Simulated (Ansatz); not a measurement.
# Sn2GeO2: the cost of one run

Method: DFT PBE, scalar-relativistic, plane waves, PAW, in Ansatz 0.2.0.

1 further run of the same task is left out (it didn't finish).

## 1. Starting point

It takes space group Cmmm (No. 65, orthorhombic). Conventional cell: a = 5.257 Å, b = 6.521 Å, c = 5.779 Å, α = 90.00°, β = 90.00°, γ = 90.00°. Sn (site symmetry m2m) has 1 O at 1.70 Å in its first shell of neighbours. Ge (site symmetry mmm) is surrounded by 4 O at 2.92 Å. O (site symmetry m2m) has 1 O at 0.88 Å in its first shell of neighbours.

As a file:

```xyz
5
Lattice="2.6286 -3.2606 0.0000 2.6286 3.2606 0.0000 0.0000 0.0000 5.7793" Properties=species:S:1:pos:R:3 pbc="T T T"
Sn    2.6286   -2.1447    2.8896
Sn    2.6286    2.1447    2.8896
Ge    2.6286    0.0000    0.0000
O     2.6286   -0.4422    2.8896
O     2.6286    0.4422    2.8896
```

A structure generator made this guess: random cell by space group and Wyckoff sites (Cmmm, No. 65). The dimensions are guesses.

## 2. Probe: one point on a coarse mesh

The input, input.yaml:

```yaml
crystal:
  lattice:
    - [2.62862986, -3.26057158, 0.0]
    - [2.62862986, 3.26057158, 0.0]
    - [0.0, 0.0, 5.77926626]
  atoms:
    - { symbol: Sn, position: [0.82888989, 0.17111011, 0.5] }
    - { symbol: Sn, position: [0.17111011, 0.82888989, 0.5] }
    - { symbol: Ge, position: [0.5, 0.5, 0.0] }
    - { symbol: O, position: [0.56780955, 0.43219045, 0.5] }
    - { symbol: O, position: [0.43219045, 0.56780955, 0.5] }
basis:
  ecutwfc: 420
kpoints:
  mp_grid: { grid: [4, 4, 4] }
hamiltonian:
  xc: pbe
scf:
  occupations: { method: gaussian, width: 0.1 }
  lower_state_search: "off"
output:
  forces: true
  stress: true
  eigenvalues: true
```

Command:

```console
> ansatz run input.yaml --threads 1 --pin off --max-ram 2560MiB --backend cpu --events-out ev --progress --plain --runs-dir out
```

Q: Estimate wall time and peak memory on 1 thread of Arm Neoverse V1, shared host.

About 5.2 s, with a peak of 0.37 GiB.
